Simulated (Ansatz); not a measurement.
**AsBBrH₅: search for a transition state**

Aim: find the saddle point of a four-centre ligand exchange that is to form B1–As6, Br2–H5 and break B1–Br2, H5–As6, prove it by its vibrations, and relax downhill on both sides to see what it joins.

The runs use Ansatz 0.2.0, Gaussian basis; PBE0-D4, def2-SVP first, then def2-TZVP.

31 further runs of the same task are left out: 31 set aside as unsound or not needed.

## (1) Where the work starts

The guess: 8 atoms, charge 0, spin multiplicity 1.

Atoms are counted from 1 here; the program's logs count them from 0.

Bond lengths: B1–H3 1.170 Å, B1–H4 1.170 Å, B1–H5 1.246 Å, As6–H7 1.505 Å, As6–H8 1.505 Å. Angles: H3–B1–H4 122.0°, H3–B1–H5 118.9°, H4–B1–H5 119.0°, H7–As6–H8 89.5°.

As a file:

```
B    -0.66710   -0.35490   -0.67250
Br    1.34830   -1.00620   -1.76270
H    -1.19500   -1.36310   -0.40090
H    -1.15420    0.42490   -1.39600
H     0.46410   -0.12160   -0.20490
As   -0.30390    0.77980    1.38000
H     0.79010    1.74640    1.01460
H     0.71770   -0.10540    2.04240
```

Distances that are to change: B1–As6 2.37 Å, Br2–H5 2.00 Å, B1–Br2 2.38 Å, H5–As6 1.98 Å.

## (2) Relaxing the guess with the reacting distances held

Contents of hold/in.yaml:

```yaml
crystal:
  periodic: [false, false, false]
  atoms:
    - {symbol: B, position_ang: [-0.667100, -0.354900, -0.672500]}
    - {symbol: Br, position_ang: [1.348300, -1.006200, -1.762700]}
    - {symbol: H, position_ang: [-1.195000, -1.363100, -0.400900]}
    - {symbol: H, position_ang: [-1.154200, 0.424900, -1.396000]}
    - {symbol: H, position_ang: [0.464100, -0.121600, -0.204900]}
    - {symbol: As, position_ang: [-0.303900, 0.779800, 1.380000]}
    - {symbol: H, position_ang: [0.790100, 1.746400, 1.014600]}
    - {symbol: H, position_ang: [0.717700, -0.105400, 2.042400]}
basis:
  gaussian: {orbitals: def2-SVP}
hamiltonian: {xc: pbe0, dispersion: d4}
relax: {f_tol: 0.08, max_steps: 120, escape_saddle: false, constraints: [{distance: [0, 5]}, {distance: [1, 4]}, {distance: [0, 1]}, {distance: [4, 5]}]}
```

No record of the launch command was kept for these runs.

After this run come: Force constants to start from; Saddle search in the small basis; Saddle search in triple zeta; Checking the order of the point; Relaxing after a step of 0.30 Å one way along the mode; Relaxing after a step of 0.30 Å the other way along the mode.

What does the calculation give? Wanted: imaginary mode; barrier from the start side; barrier from the end side; energy of the step; pairs that change; zero-point energy at the saddle.

**Answer**, as computed:

```
                       quantity                                                       value
                 imaginary mode                                                   249i cm⁻¹
    barrier from the start side                                                    0.723 eV
      barrier from the end side                                                    0.121 eV
             energy of the step                                                   +0.602 eV
              pairs that change  B1–As6 formed, Br2–H5 formed, B1–Br2 broken, H5–As6 broken
zero-point energy at the saddle                                                    1.182 eV
```

What this shows: One imaginary mode, 249i cm⁻¹, makes this a first-order saddle. The two relaxations end on the structures that were planned. At PBE0-D4/def2-TZVP the electronic barrier is 0.723 eV, about 28 kT at 298 K, and the step runs 0.602 eV uphill. A step off the saddle overshot and began above it in energy, so the link to its end is likely but not proven.
